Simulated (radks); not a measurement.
# Ru⁺ in [Kr] 4d7: an all-electron calculation

Aim: the levels, the sizes of the orbitals and the parts of the energy of the ruthenium ion Ru+.

Method: Dirac Kohn-Sham, BLYP, spin-unpolarised, spherical densities, finite nucleus; open shells are shared between the two j in proportion to 2j + 1. Code: radks (a radial shooting solver on a logarithmic mesh, Libxc functionals) version 1.

## 1. The atom as given

```
element            : ruthenium (Z = 44)
charge             : +1
electrons          : 43
configuration      : [Kr] 4d7
nuclear rms radius : 4.4809 fm
```

The outer shells:

Ru⁺
```
[Kr] core
4d [↑↓][↑↓][↑ ][↑ ][↑ ]
```

## 2. Self-consistent calculation

The run's settings:

```text
Z 44
configuration [Kr] 4d7 5s0 5p0 4f0 5d0
relativity Dirac
functional b88,lyp
spin unpolarised
j_filling average
nucleus finite rms 4.4809 fm
c 137.035999084
```

Run with:

```bash
python run_ks.py task.json out
```

This one command runs every case of the session in turn.

What does the calculation give?

The runs gave:

| quantity | value |
| --- | --- |
| total energy | -4531.74882 hartree |
| exchange-correlation share of it | 2.96 % |
| −T/E | 1.0406 |
| highest occupied level | 4d5/2, -12.358 eV |
| most extended occupied level | 4d5/2, <r> = 1.66 bohr |
| radius at density 0.001 e/bohr³ | 3.85 bohr |
| maxima of the radial density | 4 |
| ionisation energy, NIST | 16.8 (semi-emp.) eV |

**Reading.** 4 principal shells are occupied and 4 maxima appear in the radial density. Relativity lifts −T/E to 1.041. Minus the highest eigenvalue, 12.358 eV, is 74 % of the tabulated ionisation energy (16.8 eV); the potential of a semilocal functional falls off too fast, so its top eigenvalue is too shallow. Spin polarisation and multiplet splitting are left out. Sharing an open shell by 2j + 1 raises it above the true ground level by a part of the spin-orbit splitting, which enters the differences from NIST.
